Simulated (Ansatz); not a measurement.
# LiAgC: the cost of one run

Program: Ansatz 0.2.0. Level of theory: DFT PBE, scalar-relativistic, plane waves, PAW. These are calculated values, not measurements.

## (1) The system as given

Symmetry: P-6m2, No. 187, hexagonal system. Conventional cell: a = 3.736 Å, b = 3.736 Å, c = 4.264 Å, α = 90.00°, β = 90.00°, γ = 120.00°. Around Li (site symmetry -6m2) lie 3 Ag at 2.16 Å and 6 C at 3.03 Å. Ag (site symmetry -6m2) has 3 Li at 2.16 Å and 6 C at 3.03 Å as nearest neighbours. C (site symmetry -6m2) is surrounded by 6 Ag at 3.03 Å and 6 Li at 3.03 Å.

As a file:

```xyz
3
Lattice="3.7356 0.0000 0.0000 -1.8678 3.2351 0.0000 0.0000 0.0000 4.2638" Properties=species:S:1:pos:R:3 pbc="T T T"
Li    1.8678    1.0784    2.1319
Ag    0.0000    2.1567    2.1319
C     0.0000    0.0000    0.0000
```

A structure generator made this guess: species swapped into a database cell of SrCuSi (P-6m2, No. 187), with C on the Sr sites, Li on the Si sites and Ag on the Cu sites. Its size is a rough estimate.

## (2) A first look at the guess

Input file input.yaml:

```yaml
crystal:
  lattice:
    - [3.73558579, 0.0, 0.0]
    - [-1.8677929, 3.2351122, 0.0]
    - [0.0, 0.0, 4.26377717]
  atoms:
    - { symbol: Li, position: [0.66666667, 0.33333333, 0.5] }
    - { symbol: Ag, position: [0.33333333, 0.66666667, 0.5] }
    - { symbol: C, position: [0.0, 0.0, 0.0] }
basis:
  ecutwfc: 420
kpoints:
  mp_grid: { grid: [6, 6, 4] }
hamiltonian:
  xc: pbe
scf:
  occupations: { method: gaussian, width: 0.1 }
  lower_state_search: "off"
output:
  forces: true
  stress: true
  eigenvalues: true
```

On the command line:

```
> ansatz run input.yaml --threads 1 --pin off --max-ram 2560MiB --backend cpu --events-out ev --progress --plain --runs-dir out
```

What time and memory should one allow on 1 thread of Arm Neoverse V1, shared host?

About 1.8 s, with a peak of 0.25 GiB.
